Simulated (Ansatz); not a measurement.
Task: a ladder of methods at one geometry of C2H6S2Si, SMILES C[SiH2]C(=S)S, with Ansatz 0.2.0, Python API. Give the script and its output. Settings (for the species named): LC-wPBE, def2-SVP basis, multiplicity 1. The script varies functional: lc_wpbe, r2scan0, pbe0, lda, hf, revpbe.

Contents of `c2h6s2si.xyz`:
```text
11

C    -0.63310    1.32020    0.84570
Si    0.71000    0.21010    0.42600
C     0.10990   -1.23330   -0.63550
S    -0.37980   -2.58340    0.13490
S     0.24790   -1.09800   -2.38140
H    -1.14080    1.77940   -0.07730
H    -0.30110    2.21430    1.43340
H    -1.42220    0.87140    1.40100
H     1.35120   -0.21910    1.74010
H     1.77030    0.99420   -0.25530
H    -0.24700   -2.31280   -2.61120
```

`methods_c2h6s2si.py`:
```python
from pathlib import Path
import warnings

import ansatz as az
import numpy as np

warnings.simplefilter("ignore", az.DeckWarning)

mol = az.Crystal.molecule_from_extxyz("c2h6s2si.xyz")

calculation = mol.calculation().basis(gaussian="def2-SVP")

print("functional    E (Ha)        dipole (D)   HOMO (eV)  LUMO (eV)")
for name in ["lc_wpbe", "r2scan0", "pbe0", "lda", "hf", "revpbe"]:
    report = calculation.functional(name).forces().orbitals().run(threads=1, runs_dir="runs").report
    lines = Path(report["orbitals_path"]).read_text().splitlines()
    field_of = lambda key: [line.split("=")[1].strip() for line in lines if line.startswith(key)]
    orbitals = [(27.211386 * float(e), s, float(n)) for e, s, n in zip(field_of("Ene="), field_of("Spin="), field_of("Occup="))]
    homo = max(e for e, _, n in orbitals if n > 0.5)
    lumo = min(e for e, _, n in orbitals if n < 0.5)
    dipole = 4.803205 * np.linalg.norm(report["charge_distribution"]["dipole_moment_e_ang"])
    print(f"{name:10s} {report['free_energy_ev'] / 27.211386246:14.6f} {dipole:9.3f} {homo:11.3f} {lumo:10.3f}")
```

```console
$ python methods_c2h6s2si.py
functional    E (Ha)        dipole (D)   HOMO (eV)  LUMO (eV)
lc_wpbe      -1164.897269     1.405      -9.153     -0.331
r2scan0      -1165.133905     1.496      -6.622     -2.430
pbe0         -1164.784829     1.459      -6.441     -2.416
lda          -1160.622170     1.474      -5.270     -3.272
hf           -1162.796698     1.476      -9.219      1.087
revpbe       -1165.055399     1.479      -5.174     -3.122
```

Notes:
- Total energies depend on the basis set; only differences at equal settings carry meaning.
- The geometry is a force-field or estimated start, not a minimum of this method, and the basis set is short of its limit. A lower total doesn't mark the better method: functionals have no common bound, and MP2 and coupled cluster aren't variational.
- Levels such as HOMO and LUMO are orbital energies: with these approximate functionals they aren't the ionisation energy and electron affinity, and their gap isn't the fundamental gap.
- Wall time of the script: 25 s on 1 thread of Intel(R) Xeon(R) Platinum 8375C CPU @ 2.90GHz (Ice Lake), with other jobs on the host, peak memory 0.34 GiB.

(Lines on the test bed's own set-up are left out of the output.)
